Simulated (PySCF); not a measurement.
# C4H9BSi: magnetic properties

Programs: PySCF 2.14.0, with routines of our own; each step states its level. All values are computed. Atoms count from 0.

## Step 1: The starting structure

15 atoms, charge 0, multiplicity 1; geometry from: GFN2-xTB.

## Step 2: Optimising the geometry at PBE0-D3(BJ)/def2-SVP

What the job is given:

```
{"job": {"xc": "PBE0", "basis": "def2-SVP", "d3": "d3bj", "grid": 1, "kind": "geom"}, "charge": 0, "multiplicity": 1}
C      2.157054     0.312629     0.617530
C      1.869910    -0.408818    -0.465257
B      0.438778    -0.592409    -1.037600
C     -0.743307     0.206958    -0.458411
C     -1.159830     1.429386    -0.773894
Si    -1.664942    -0.768523     0.888467
H      3.160296     0.417796     1.004402
H      1.384267     0.826733     1.167700
H      2.700897    -0.899882    -0.962910
H      0.241372    -1.392706    -1.874230
H     -0.672553     2.017034    -1.539152
H     -2.006928     1.903959    -0.299468
H     -0.737330    -1.140818     1.962914
H     -2.727067     0.087313     1.423977
H     -2.245032    -1.990662     0.324020
```

Launch:

```sh
$ OMP_NUM_THREADS=1 python excited_run.py task.json out
```

This one command runs all jobs of the session in turn.

**Question.** How long does this first job take on 1 thread of Arm Neoverse N1, shared host, and how much memory does it need?

About 1.7 min, with a peak of 0.56 GiB.
